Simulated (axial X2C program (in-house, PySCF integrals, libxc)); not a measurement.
# ErSe: the levels of the configuration f12 s0

Aim: the spin–orbit levels of ErSe that arise from the configuration f12 s0 of Er, and how they move with the bond.

Computed with an in-house X2C program for linear molecules on PySCF integrals. Level: two-component X2C, average-of-configuration Hartree–Fock and CI in the open shells.

All values are calculated.

## 1. Set-up

Input file task.json:

```json
{"zs": [68, 34], "q": 0, "bas": ["dyall-v3z", "dyall-v3z"], "r0": 2.4, "metal": 0, "shells": [[3, [0, 1, 2, 3], 12], [0, [0], 0]], "fix": 0, "emax": 2.2, "nroots": 4}
```

Keys: zs atomic numbers; q charge; bas basis sets; r0 starting distance in Å; metal index of the metal atom; shells open shells as [l, |m| values, electrons]; fix electron count of the first shell held; emax energy window in eV; nroots roots for each Ω.

Command:

```console
$ python soci.py task.json out
```

Two-component X2C with atomic mean-field Coulomb and Gaunt terms, basis Er dyall-v3z, Se dyall-v3z (cores contracted in-house). Orbitals come from Hartree–Fock averaged over the configuration Er f12 s0; CI then distributes these electrons over the f, s shells of Er.

## 2. CI at R = 2.565 Å

What does the calculation give? Wanted: lowest level of the model; next level; lowest curve, Re and ωe.

**Answer**, as computed:

| quantity | value |
| --- | --- |
| lowest level of the model | Ω = 0, g∥ = 0.00, 100% f12 |
| next level | Ω = 1, 24 cm⁻¹ higher |
| lowest curve, Re and ωe | 2.564 Å, 250.5 cm⁻¹ |

What this shows: The 7 lowest levels are the Ω components of the Hund's-rule level 3H6 of f12 (free-ion gJ = 1.167), split by the axial field over 383 cm⁻¹. From 2.565 to 2.668 Å the gap from the lowest to the fifth level goes from 239 to 251 cm⁻¹. Without dynamic correlation distances can be off by several hundredths of an Å, and the wavenumbers are rough. There is no dynamic correlation: spin–orbit spacings and, for f shells, spacings inside one term are the most reliable numbers, splittings between terms come out too wide, and energies between configurations are not reliable, so the lowest level need not be the ground state of the molecule. At most 4 roots were kept for each Ω > 0 (twice that for Ω = 0) within 2.2 eV of the lowest, so higher up levels can be missing between those listed; levels with Ω > 0 are doubly degenerate and listed once, Ω = 0 levels singly. States that fill the shells left empty in the average are placed too high.
